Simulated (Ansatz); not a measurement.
# Ca2AlO: the cost of one run

Computed with Ansatz 0.2.0 (DFT PBE, scalar-relativistic, plane waves, PAW, unless a step's input says otherwise).

## Step 1: The structure to begin with

The structure is tetragonal, space group P4/mmm (No. 123). Conventional cell: a = 4.510 Å, b = 4.510 Å, c = 3.731 Å, α = 90.00°, β = 90.00°, γ = 90.00°. Ca (site symmetry mmm) is surrounded by 2 Al at 2.25 Å and 2 O at 2.25 Å. Al (site symmetry 4/mmm) is surrounded by 4 Ca at 2.25 Å. O (site symmetry 4/mmm) is surrounded by 4 Ca at 2.25 Å.

Structure file:

```
Ca Al O
1.0
     4.50959    0.00000    0.00000
     0.00000    4.50959    0.00000
     0.00000    0.00000    3.73072
Ca Al O
2 1 1
Cartesian
  0.0000 2.2548 0.0000
  2.2548 0.0000 0.0000
  2.2548 2.2548 0.0000
  0.0000 0.0000 0.0000
```

A structure generator made this guess: random cell by space group and Wyckoff sites (P4/mmm, No. 123). The dimensions are guesses.

## Step 2: Probe: one point on a coarse mesh

Contents of input.yaml:

```yaml
crystal:
  lattice:
    - [4.50958787, 0.0, 0.0]
    - [0.0, 4.50958787, 0.0]
    - [0.0, 0.0, 3.73072005]
  atoms:
    - { symbol: Ca, position: [0.0, 0.5, 0.0] }
    - { symbol: Ca, position: [0.5, 0.0, 0.0] }
    - { symbol: Al, position: [0.5, 0.5, 0.0] }
    - { symbol: O, position: [0.0, 0.0, 0.0] }
basis:
  ecutwfc: 420
kpoints:
  mp_grid: { grid: [4, 4, 6] }
hamiltonian:
  xc: pbe
scf:
  occupations: { method: gaussian, width: 0.1 }
  lower_state_search: "off"
output:
  forces: true
  stress: true
  eigenvalues: true
```

The run is started by

```console
> ansatz run input.yaml --threads 1 --pin off --max-ram 2560MiB --backend cpu --events-out ev --progress --plain --runs-dir out
```

**Question.** How long does this run take on 1 thread of Intel Xeon at 2.50GHz (Skylake/Cascade Lake), shared host, and how much memory does it need?

About 5.9 s, with a peak of 0.35 GiB.
